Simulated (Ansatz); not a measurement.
# CsVI3: the cost of one run

Computed with Ansatz 0.2.0 (DFT r²SCAN+U (U_eff = 2 eV on V d), plane waves, PAW, unless a step's input says otherwise).

1 further run of the same task is left out (it didn't finish). Runs told in other sessions of the task aren't counted.

**1. The starting structure**

Symmetry: P6_3/mmc, No. 194, hexagonal system. Conventional cell: a = 8.124 Å, b = 8.124 Å, c = 6.774 Å, α = 90.00°, β = 90.00°, γ = 120.00°. Cs (site symmetry -6m2) has 12 I at 4.06 to 4.10 Å in its first shell of neighbours. V (site symmetry -3m) has 6 I at 2.92 Å in its first shell of neighbours. Around I (site symmetry mm2) lie 2 V at 2.92 Å and 4 Cs at 4.06 to 4.10 Å.

Coordinates:

```xyz
10
Lattice="8.1240 0.0000 0.0000 -4.0620 7.0356 0.0000 0.0000 0.0000 6.7740" Properties=species:S:1:pos:R:3 pbc="T T T"
Cs    0.0000    4.6904    1.6935
Cs    4.0620    2.3452    5.0805
V     0.0000    0.0000    0.0000
V     0.0000    0.0000    3.3870
I    -2.0026    5.8466    5.0805
I     2.0594    1.1890    1.6935
I     0.0000    2.3780    5.0805
I     6.0646    1.1890    1.6935
I     2.0026    5.8466    5.0805
I     4.0620    4.6576    1.6935
```

Magnetic order typed: opposed in the cell.

An earlier series on this cell reached its lowest free state from «random orbitals: fully mixed, first filling», perhaps among other starts.

**2. From atoms, default search**

Contents of input.yaml:

```yaml
crystal:
  lattice:
    - [8.12399966, 0.0, 0.0]
    - [-4.06199983, 7.03559008, 0.0]
    - [0.0, 0.0, 6.77399985]
  atoms:
    - { symbol: Cs, position: [0.3333333333, 0.6666666667, 0.25] }
    - { symbol: Cs, position: [0.6666666667, 0.3333333333, 0.75] }
    - { symbol: V, position: [0.0, 0.0, 0.0], spin: 3.0 }
    - { symbol: V, position: [0.0, 0.0, 0.5], spin: -3.0 }
    - { symbol: I, position: [0.169, 0.831, 0.75] }
    - { symbol: I, position: [0.338, 0.169, 0.25] }
    - { symbol: I, position: [0.169, 0.338, 0.75] }
    - { symbol: I, position: [0.831, 0.169, 0.25] }
    - { symbol: I, position: [0.662, 0.831, 0.75] }
    - { symbol: I, position: [0.831, 0.662, 0.25] }
basis:
  ecutwfc: 500
  ecutrho_ratio: 4
kpoints:
  mp_grid: { grid: [3, 3, 3] }
hamiltonian:
  xc: r2scan
  hubbard:
    sites: [{ site: 2, l: d, u_eff: 2.0 }, { site: 3, l: d, u_eff: 2.0 }]
scf:
  occupations: { method: gaussian, width: 0.05 }
output:
  forces: true
  stress: true
  eigenvalues: true
  populations: true
  hubbard: { sites: [{ site: 2, l: d }, { site: 3, l: d }] }
  write_density: true
  write_potential: true
  elf: true
  volumetric_format: npy
magnetization:
  spin_polarized: true
```

On the command line:

```
> ansatz run input.yaml --threads 8 --pin off --max-ram 12288MiB --backend cpu --events-out ev --progress --plain --runs-dir out
```

Q: Estimate wall time and peak memory on 8 threads of Arm Neoverse V2, shared host.

About 26 s, with a peak of 2.8 GiB.
